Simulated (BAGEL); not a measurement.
# C2H3BFP (SMILES C#CB(F)P) at B3LYP/6-31G(d) (density fitting with qzvpp-jkfit, spherical functions)

Aim: the energy change on altering one bond length of C2H3BFP at B3LYP/6-31G* (density fitting with qzvpp-jkfit, spherical functions), from 2 runs. 

Program for the calculation: BAGEL 1.2.2.

1 further run of the same task is left out (set aside as unsound or not needed).

## 1. The structure to begin with

C2H3BFP: 8 atoms, total charge 0, spin state singlet. As SMILES, `C#CB(F)P`. The coordinates come from a GFN2-xTB relaxation. This is one conformer, not always the lowest.

Bond lengths: C1–C2 1.205 Å, C2–B3 1.512 Å, B3–F4 1.323 Å, B3–P5 1.909 Å, C1–H6 1.052 Å, P5–H7 1.384 Å, P5–H8 1.382 Å. Angles: C1–C2–B3 177.2°, C2–B3–F4 119.7°, C2–B3–P5 122.1°, F4–B3–P5 118.1°, C2–C1–H6 179.0°, B3–P5–H7 96.7°, B3–P5–H8 97.4°, H7–P5–H8 95.2°.

## 2. The energy at B3LYP/6-31G(d) (density fitting with qzvpp-jkfit, spherical functions)

Input file input.json:

```json
{ "bagel": [

{
  "title": "molecule",
  "basis": "6-31gs.json",
  "df_basis": "qzvpp-jkfit",
  "angstrom": "true",
  "geometry": [
    { "atom": "C", "xyz": [       0.458610,      -0.012650,       2.212220 ] },
    { "atom": "C", "xyz": [       0.160220,       0.312990,       1.091070 ] },
    { "atom": "B", "xyz": [      -0.204710,       0.651160,      -0.336690 ] },
    { "atom": "F", "xyz": [      -0.172500,       1.910760,      -0.741070 ] },
    { "atom": "P", "xyz": [      -0.853080,      -0.666640,      -1.555670 ] },
    { "atom": "H", "xyz": [       0.715580,      -0.279800,       3.197190 ] },
    { "atom": "H", "xyz": [      -0.130040,      -0.239190,      -2.655260 ] },
    { "atom": "H", "xyz": [       0.025920,      -1.676630,      -1.211790 ] }
  ]
},

{
  "title": "ks",
  "xc_func": "b3lyp"
},

{
  "title": "print",
  "file": "orbitals.molden",
  "orbitals": "true"
}

]}
```

The basis set 6-31G* is read from a file made from the Basis Set Exchange's data (not shown).

Command:

```console
$ BAGEL_NUM_THREADS=1 BAGEL input.json > input.out
```

The program printed:

```text
* using 1 threads per process

  ===============================================================
  ===============================================================

  *** Geometry ***

  { "atom" : "C", "xyz" : [      0.866647,     -0.023905,      4.180490 ] },
  { "atom" : "C", "xyz" : [      0.302772,      0.591465,      2.061823 ] },
  { "atom" : "B", "xyz" : [     -0.386846,      1.230514,     -0.636252 ] },
  { "atom" : "F", "xyz" : [     -0.325978,      3.610813,     -1.400419 ] },
  { "atom" : "P", "xyz" : [     -1.612088,     -1.259767,     -2.939790 ] },
  { "atom" : "H", "xyz" : [      1.352250,     -0.528745,      6.041813 ] },
  { "atom" : "H", "xyz" : [     -0.245740,     -0.452004,     -5.017714 ] },
  { "atom" : "H", "xyz" : [      0.048982,     -3.168372,     -2.289951 ] },

  Number of auxiliary basis functions:      484

  Since a DF basis is specified, we compute 2- and 3-index integrals:
    o Being stored without compression. Storage requirement is 0.025 GB

  Number of basis functions:       80
  Number of electrons      :       44

    * METHOD: MOLECULE                             0.23

  *** Kohn-Sham DFT ***

    * Removing 14162 points whose weight is below 1.00e-10
    * Grid points: 105086

  === Nuclear Repulsion ===
   171.9925015184

       - DIIS with orbital gradients will be used.

  === KS iteration (b3lyp / 6-31gs.json) ===
      0       -511.10467011          0.15400454           0.34
      1       -443.16722104          0.20292464           0.33
      2       -449.98719401          0.19043737           0.33
      3       -525.90120580          0.13075613           0.33
      4       -535.40939077          0.09847558           0.33
      5       -542.55172410          0.05468795           0.33
      6       -543.85160367          0.01901002           0.33
      7       -543.59816521          0.03234486           0.33
      8       -544.03435519          0.00396239           0.33
      9       -544.04220983          0.00246101           0.33
     10       -544.04430510          0.00078489           0.32
     11       -544.04460018          0.00019231           0.32
     12       -544.04461793          0.00003796           0.33
     13       -544.04461852          0.00001157           0.33
     14       -544.04461858          0.00000330           0.33
     15       -544.04461858          0.00000096           0.33
     16       -544.04461858          0.00000060           0.33
     17       -544.04461858          0.00000017           0.32
     18       -544.04461858          0.00000004           0.33
     19       -544.04461858          0.00000001           0.33
     20       -544.04461858          0.00000001           0.33
    * SCF iteration converged.

    * Permanent dipole moment:
           (   -0.439465,     0.318111,    -0.417654) a.u.

    * METHOD: KS                                   7.33

    * METHOD: PRINT                                0.01

  ===============================================================
```

It took 7.8 s on 1 thread of Arm Neoverse V2, shared host; peak memory 0.41 GiB.

## 3. The distorted shape

Input file job.json:

```json
{ "bagel": [

{
  "title": "molecule",
  "basis": "6-31gs.json",
  "df_basis": "qzvpp-jkfit",
  "angstrom": "true",
  "geometry": [
    { "atom": "C", "xyz": [       0.548123,      -0.110338,       2.548550 ] },
    { "atom": "C", "xyz": [       0.160220,       0.312990,       1.091070 ] },
    { "atom": "B", "xyz": [      -0.204710,       0.651160,      -0.336690 ] },
    { "atom": "F", "xyz": [      -0.172500,       1.910760,      -0.741070 ] },
    { "atom": "P", "xyz": [      -0.853080,      -0.666640,      -1.555670 ] },
    { "atom": "H", "xyz": [       0.805093,      -0.377488,       3.533520 ] },
    { "atom": "H", "xyz": [      -0.130040,      -0.239190,      -2.655260 ] },
    { "atom": "H", "xyz": [       0.025920,      -1.676630,      -1.211790 ] }
  ]
},

{
  "title": "ks",
  "xc_func": "b3lyp"
},

{
  "title": "print",
  "file": "orbitals.molden",
  "orbitals": "true"
}

]}
```

The basis set 6-31G* is read from a file made from the Basis Set Exchange's data (not shown).

Command:

```console
$ BAGEL_NUM_THREADS=1 BAGEL job.json > job.out
```

The program printed:

```text
* using 1 threads per process

  ===============================================================
  ===============================================================

  *** Geometry ***

  { "atom" : "C", "xyz" : [      1.035802,     -0.208509,      4.816062 ] },
  { "atom" : "C", "xyz" : [      0.302772,      0.591465,      2.061823 ] },
  { "atom" : "B", "xyz" : [     -0.386846,      1.230514,     -0.636252 ] },
  { "atom" : "F", "xyz" : [     -0.325978,      3.610813,     -1.400419 ] },
  { "atom" : "P", "xyz" : [     -1.612088,     -1.259767,     -2.939790 ] },
  { "atom" : "H", "xyz" : [      1.521405,     -0.713349,      6.677385 ] },
  { "atom" : "H", "xyz" : [     -0.245740,     -0.452004,     -5.017714 ] },
  { "atom" : "H", "xyz" : [      0.048982,     -3.168372,     -2.289951 ] },

  Number of auxiliary basis functions:      484

  Since a DF basis is specified, we compute 2- and 3-index integrals:
    o Being stored without compression. Storage requirement is 0.025 GB

  Number of basis functions:       80
  Number of electrons      :       44

    * METHOD: MOLECULE                             0.23

  *** Kohn-Sham DFT ***

    * Removing 13746 points whose weight is below 1.00e-10
    * Grid points: 105502

  === Nuclear Repulsion ===
   165.5256755341

       - DIIS with orbital gradients will be used.

  === KS iteration (b3lyp / 6-31gs.json) ===
      0       -505.17950168          0.12149781           0.35
      1       -433.11699694          0.20989212           0.34
      2       -453.28857395          0.19631145           0.34
      3       -524.18742880          0.12566014           0.33
      4       -530.38593075          0.11921730           0.33
      5       -540.75594496          0.06529210           0.33
      6       -543.40515434          0.02916266           0.33
      7       -543.19584445          0.03771140           0.33
      8       -543.59528257          0.02080023           0.33
      9       -543.72569766          0.02066583           0.33
     10       -543.90839725          0.00456748           0.33
     11       -543.91420046          0.00256440           0.33
     12       -543.91665947          0.00100601           0.34
     13       -543.91705034          0.00012825           0.34
     14       -543.91705686          0.00006972           0.33
     15       -543.91705885          0.00000859           0.33
     16       -543.91705888          0.00000484           0.33
     17       -543.91705889          0.00000108           0.33
     18       -543.91705889          0.00000073           0.33
     19       -543.91705889          0.00000038           0.33
     20       -543.91705889          0.00000023           0.33
     21       -543.91705889          0.00000010           0.33
     22       -543.91705889          0.00000003           0.34
     23       -543.91705889          0.00000003           0.34
     24       -543.91705889          0.00000001           0.34
    * SCF iteration converged.

    * Permanent dipole moment:
           (   -0.450182,     0.373088,    -0.481804) a.u.

    * METHOD: KS                                   8.83

    * METHOD: PRINT                                0.01

  ===============================================================
```

It took 9.3 s on 1 thread of Arm Neoverse V2, shared host; peak memory 0.41 GiB.

## 4. Summary of results

Level: B3LYP/6-31G* (density fitting with qzvpp-jkfit, spherical functions).

| quantity | value |
| --- | --- |
| first shape: total energy | -544.04462 Eh |
| first shape: dipole moment | 1.74 D |
| first shape: HOMO energy | -7.15 eV |
| first shape: LUMO energy | -1.64 eV |
| first shape: HOMO–LUMO gap | 5.51 eV |
| distorted shape: total energy | -543.91706 Eh |
| distorted shape: dipole moment | 1.93 D |
| distorted shape: HOMO energy | -6.79 eV |
| distorted shape: LUMO energy | -2.70 eV |
| distorted shape: HOMO–LUMO gap | 4.09 eV |
| energy change with the C1–C2 bond stretched from 1.205 to 1.567 Å | 3.471 eV |

With the C1–C2 bond stretched from 1.205 to 1.567 Å the energy rises by 3.47 eV (80 kcal/mol). The first shape isn't relaxed at this level, so the change isn't measured from a minimum.
